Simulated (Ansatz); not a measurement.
Task: a few random alloy cells with their mixing energies of Tc-Rh random alloys, with Ansatz 0.2.0, Python API. Give the script and its output. Settings (first run): PBEsol, PAW, cutoff 500 eV, 9×9×9 k-points, Fermi-Dirac smearing of 0.05 eV.

`random_alloy.py`
```python
'''Random Tc-Rh cells of 8 mixed sites, after relaxing atoms and volume at fixed cell shape.'''

from collections import Counter
import csv

import ansatz
import numpy as np


def fcc(first, a):
    return (
        ansatz.Lattice.fcc(a)
        .space_group(225)
        .atom(first, (0, 0, 0))
        .primitive()
    )

A_FIRST, A_LAST = 3.85, 3.8


def ground_state(name, crystal):
    calc = crystal.calculation()
    calc = calc.basis(500).functional('pbesol')
    calc = calc.kpoints(spacing=0.33)
    calc = calc.occupations('fermi_dirac', width=0.05)
    calc = calc.band_table()
    calc = calc.relax(force_tolerance=0.03, fix_cell=['shape'])
    return calc.run(threads=1)


def volume_per_atom(outcome):
    return abs(np.linalg.det(outcome.lattice.cell_ang)) / len(outcome.lattice.sites)


def counts(outcome):
    return Counter(site.symbol for site in outcome.lattice.sites)


def main() -> None:
    phases = {'Tc': fcc('Tc', A_FIRST), 'Rh': fcc('Rh', A_LAST)}
    for k in [4]:
        a = A_FIRST + (A_LAST - A_FIRST) * k / 8
        supercell = fcc('Tc', a).supercell(2).resolved()
        for seed in [31]:
            drawn = supercell.site_disorder().occupy('Tc', Tc=8 - k, Rh=k).random(seed=seed)
            phases[f'Tc{8 - k}Rh{k} seed {seed}'] = drawn.crystal

    done = {name: ground_state(name, crystal) for name, crystal in phases.items()}

    # x is the share of the second element on the mixed sites; both end members stand on this same lattice
    x = {name: counts(o)['Rh'] / (counts(o)['Tc'] + counts(o)['Rh']) for name, o in done.items()}
    first, last = min(x, key=x.get), max(x, key=x.get)
    energy = {name: o.report['energy_sigma0_ev'] / len(o.lattice.sites) for name, o in done.items()}
    volume = {name: volume_per_atom(o) for name, o in done.items()}
    rows = []
    for name in sorted(done, key=x.get):
        line = lambda table: (1 - x[name]) * table[first] + x[name] * table[last]
        rows.append((name, x[name], 1000 * (energy[name] - line(energy)), volume[name], 100 * (volume[name] / line(volume) - 1)))
    with open('random_alloy.csv', 'w', newline='') as handle:
        writer = csv.writer(handle)
        writer.writerow(['cell', 'x(Rh)', 'E_mix (meV/atom)', 'V (A^3/atom)', 'excess V (%)'])
        writer.writerows([round(v, 4) if isinstance(v, float) else v for v in row] for row in rows)
    print(open('random_alloy.csv').read())


if __name__ == '__main__':
    main()
```

Output of `python random_alloy.py`:
```text
cell,x(Rh),E_mix (meV/atom),V (A^3/atom),excess V (%)
Tc,0.0,0.0,14.0721,0.0
Tc4Rh4 seed 31,0.5,-106.3448,13.6987,-0.654
Rh,1.0,0.0,13.5057,0.0
```

Reading the output:
- Total energies depend on the potentials; only differences at equal settings carry meaning.
- For the metals among these phases the mesh is modest: differences between phases can be off by up to 40 meV an atom.
- Atoms and volume are relaxed with the cell's shape held, which in cells of lower than cubic symmetry can hide stresses and shift volumes.
- Cells of eight mixed sites are far from the random limit, and both end members stand on the same lattice, which need not be their own. Differences under about 40 meV an atom lie within the error of mesh and functional.
- The cells are prototypes set up for this calculation and needn't exist.
- Finished in 110 s on 1 thread of Arm Neoverse V1 (shared host), peak memory 0.63 GiB.

(Lines on the test bed's own set-up are left out of the output.)
